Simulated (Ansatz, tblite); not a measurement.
# The cluster In5H9O12: spin-state energies by level

Aim: set other spin states of the cluster In5H9O12 against its singlet, on many levels of theory.

Method: as each input shows; program: Ansatz 0.2.0, Gaussian basis.

Levels to be run: triplet, at the geometry of the singlet (GFN1-xTB, GFN2-xTB, PBE0-D4/def2-TZVP, PBE-D4/def2-TZVP); the singlet's energies come from earlier runs.

**1. The structure**

The geometry is that of the singlet, from an earlier relaxation (PBE-D4/def2-SVP).

26 atoms, charge 0, spin multiplicity 1.

Bond lengths: In1–O8 2.162 Å, In1–O9 2.225 Å, In1–O12 2.208 Å, In1–O15 2.089 Å, In1–O16 2.140 Å, In2–O6 2.030 Å, In2–O7 2.075 Å, In2–O13 2.208 Å, In2–O16 2.095 Å, In3–O8 2.241 Å, In3–O10 2.037 Å, In3–O11 1.995 Å, In3–O13 2.208 Å, In4–O12 2.206 Å, In4–O14 2.020 Å, In4–O16 2.108 Å, In4–O17 2.060 Å, In5–O9 2.370 Å and more. Angles: O8–In1–O9 87.0°, O8–In1–O12 83.2°, O8–In1–O15 139.8°, O8–In1–O16 114.0°, O9–In1–O12 162.7°, O9–In1–O15 78.1°, O9–In1–O16 90.8°, O12–In1–O15 118.3°, O12–In1–O16 80.3°, O15–In1–O16 103.5°, O6–In2–O7 145.9°, O6–In2–O13 103.0°, O6–In2–O16 111.7°, O7–In2–O13 92.9°, O7–In2–O16 95.9°, O13–In2–O16 96.4°, O8–In3–O10 82.7°, O8–In3–O11 122.8° and more.

In takes a core potential in the def2 sets. No spin-orbit coupling is included.

**2. Triplet at the fixed geometry, GFN1-xTB**

Tight binding, by tblite at 300 K electronic temperature and without a spin-polarisation term:

```python
tblite.interface.Calculator('GFN1-xTB', numbers, positions, charge=0, uhf=2).singlepoint()
```

Energy -1874.8490 eV; 0.095 s.

**3. Triplet at the fixed geometry, GFN2-xTB**

Tight binding, by tblite at 300 K electronic temperature and without a spin-polarisation term:

```python
tblite.interface.Calculator('GFN2-xTB', numbers, positions, charge=0, uhf=2).singlepoint()
```

Energy -1623.8684 eV; 0.12 s.

**4. Triplet at the fixed geometry, PBE0-D4/def2-TZVP**

The input, in.yaml:

```yaml
crystal:
  periodic: [false, false, false]
  atoms:
    - {symbol: In, position_ang: [1.101573, -0.750303, 1.048723]}
    - {symbol: In, position_ang: [0.058446, 0.225688, -2.077146]}
    - {symbol: In, position_ang: [-2.330955, -1.381433, 0.276124]}
    - {symbol: In, position_ang: [0.842952, 2.480475, 0.725168]}
    - {symbol: In, position_ang: [2.490651, -2.595380, -1.617400]}
    - {symbol: O, position_ang: [-1.604334, 1.382094, -2.216146]}
    - {symbol: O, position_ang: [1.561409, -0.755558, -3.118510]}
    - {symbol: O, position_ang: [-0.868966, -0.940361, 1.916648]}
    - {symbol: O, position_ang: [0.443549, -2.225454, -0.480871]}
    - {symbol: O, position_ang: [-2.581229, -3.112351, 1.319686]}
    - {symbol: O, position_ang: [-3.481773, 0.021344, -0.553996]}
    - {symbol: O, position_ang: [1.214164, 1.031953, 2.347533]}
    - {symbol: O, position_ang: [-0.710354, -1.648874, -1.199733]}
    - {symbol: O, position_ang: [1.948046, 4.156947, 0.943192]}
    - {symbol: O, position_ang: [2.836486, -1.879946, 0.766904]}
    - {symbol: O, position_ang: [1.251469, 0.775527, -0.444848]}
    - {symbol: O, position_ang: [-1.125485, 2.653073, 0.144142]}
    - {symbol: H, position_ang: [-1.489057, 1.990067, -1.419043]}
    - {symbol: H, position_ang: [1.233218, -1.171406, -3.941164]}
    - {symbol: H, position_ang: [-1.014171, -1.845976, 2.285283]}
    - {symbol: H, position_ang: [-2.224544, -3.838641, 0.770219]}
    - {symbol: H, position_ang: [-2.898501, 0.500354, -1.209270]}
    - {symbol: H, position_ang: [0.424812, 0.943077, 2.923546]}
    - {symbol: H, position_ang: [2.792164, 3.920639, 1.376372]}
    - {symbol: H, position_ang: [3.657848, -1.452378, 1.080484]}
    - {symbol: H, position_ang: [-1.527439, 3.516823, 0.354124]}
basis:
  gaussian: {orbitals: def2-TZVP, fitting: {mean_field: def2-universal-jkfit}}
magnetization: {spin_polarized: true, initial_magnetization: 2}
hamiltonian: {xc: pbe0, dispersion: d4}
scf: {omitted_lower_state_checks: [starts]}
output: {orbitals: {seedname: orbitals}}
```

Command:

```console
ansatz run in.yaml --threads 2 --pin off --events-out ev --progress --plain --max-ram 22528MiB --backend cuda --devices 0, --max-vram 18GiB
```

Log:

```text
Functional definition: PBE0
  name "PBE0"
  cite "Adamo & Barone, J. Chem. Phys. 110, 6158 (1999) doi:10.1063/1.478522"
  cite "Perdew, Burke & Ernzerhof, Phys. Rev. Lett. 77, 3865 (1996) doi:10.1103/PhysRevLett.77.3865"
  parent pbe
  parameter a = 0.25
  parameter kappa = 0.804
  parameter beta = 0.06672455060314922
  exchange = (1 - a)*pbe_x(kappa = kappa, mu = beta*pi^2/3) + a*exact_x
  correlation = pbe_c(beta = beta)
these checks for a lower state are left out or cut short: starts
2176 factors; integrals over basis functions are off by at most 8.8e-1 eV
mean field evaluation 1: about -50514.3413 eV, gradient 1.3e2 eV
mean field evaluation 2: about -50024.6992 eV, gradient 3.0e2 eV
mean field evaluation 4: about -50564.0878 eV, gradient 3.1e1 eV
mean field evaluation 8: about -50569.8820 eV, gradient 3.4e0 eV
mean field evaluation 16: about -50569.9533 eV, gradient 1.4e-1 eV
mean field evaluation 32: about -50569.9547 eV, gradient 3.9e-4 eV
mean field -50569.95465081 eV, -1858.4115558708 hartree, gradient 1.0e-5 eV, S^2 2.007038; 0 other end points of the search recorded, 0 dependent functions left out
reference -50569.95474354 eV, -1858.4115592787 hartree; 106, 104 occupied and 570, 572 virtual orbitals, 2176 factors
Total energy: -50571.03164811 eV, -1858.4511347917 hartree
Checks for a lower state left out: starts
```

It took 10 s on 1 × H100 (card shared with other runs) with 2 threads of AMD EPYC 7R13, shared host; peak host memory 1.3 GiB.

From the report: HOMO -3.72 eV, LUMO -5.79 eV (over both spins; with the spin held, an empty level of the minority spin lies below the top filled one); ⟨S²⟩ 2.007 (pure: 2.00).

**5. Triplet at the fixed geometry, PBE-D4/def2-TZVP**

start.molden holds the orbitals of an earlier run on this state, given as this run's starting guess.

in.yaml, as its differences from that of step 4:

```diff
@@ -30,5 +30,5 @@
 basis:
-  gaussian: {orbitals: def2-TZVP, fitting: {mean_field: def2-universal-jkfit}}
+  gaussian: {orbitals: def2-TZVP, fitting: {mean_field: def2-universal-jkfit}, initial_orbitals: start.molden}
 magnetization: {spin_polarized: true, initial_magnetization: 2}
-hamiltonian: {xc: pbe0, dispersion: d4}
+hamiltonian: {xc: pbe, dispersion: d4}
 scf: {omitted_lower_state_checks: [starts]}
```

Launched as before.

Log:

```text
Functional definition: PBE
  name "PBE"
  cite "Perdew, Burke & Ernzerhof, Phys. Rev. Lett. 77, 3865 (1996) doi:10.1103/PhysRevLett.77.3865"
  parent pbe
  parameter kappa = 0.804
  parameter beta = 0.06672455060314922
  exchange = pbe_x(kappa = kappa, mu = beta*pi^2/3)
  correlation = pbe_c(beta = beta)
these checks for a lower state are left out or cut short: starts
2176 factors; integrals over basis functions are off by at most 8.8e-1 eV
mean field evaluation 1: about -50571.5166 eV, gradient 1.4e1 eV
mean field evaluation 2: about -50572.2818 eV, gradient 9.6e-1 eV
mean field evaluation 4: about -50572.4736 eV, gradient 3.0e-1 eV
mean field evaluation 8: about -50572.4891 eV, gradient 2.3e-1 eV
mean field evaluation 16: about -50572.4933 eV, gradient 3.0e-5 eV
mean field -50572.49330053 eV, -1858.5048495274 hartree, gradient 2.0e-6 eV, S^2 2.003199; 0 other end points of the search recorded, 0 dependent functions left out
reference -50572.49341982 eV, -1858.5048539110 hartree; 106, 104 occupied and 570, 572 virtual orbitals, 2176 factors
Total energy: -50573.70724416 eV, -1858.5494611330 hartree
Checks for a lower state left out: starts
```

Wall time 12 s (1 × H100 (card shared with other runs) with 2 threads of AMD EPYC 7R13, shared host); peak host memory 1.3 GiB.

Report: HOMO -3.42 eV, LUMO -6.36 eV (over both spins; with the spin held, an empty level of the minority spin lies below the top filled one); ⟨S²⟩ 2.003 (pure: 2.00).

**6. Triplet less singlet, vertical**

The singlet's energies are those of its earlier runs, whose logs aren't repeated here.

| level | triplet less singlet, vertical (eV) | time |
| --- | --- | --- |
| GFN1-xTB | +3.066 | 0.15 s |
| GFN2-xTB | +2.393 | 0.17 s |
| PBE-D4/def2-TZVP | +2.805 | 17 s |
| PBE0-D4/def2-TZVP | +3.454 | 15 s |

Times add the two runs; a level without a time comes out of a correlated run. Tight binding without a spin term can't rank spin states.

**7. Summary of results**

```
                                                quantity                                   value
triplet less singlet, vertical, functionals in def2-TZVP  +2.805 (PBE-D4) to +3.454 eV (PBE0-D4)
```

**Reading.** All functionals put the triplet above the singlet, over a spread of 0.649 eV. The checks for a lower triplet were left out, so another state of that spin may lie lower. These are electronic energies, without zero-point motion, entropy or surroundings.
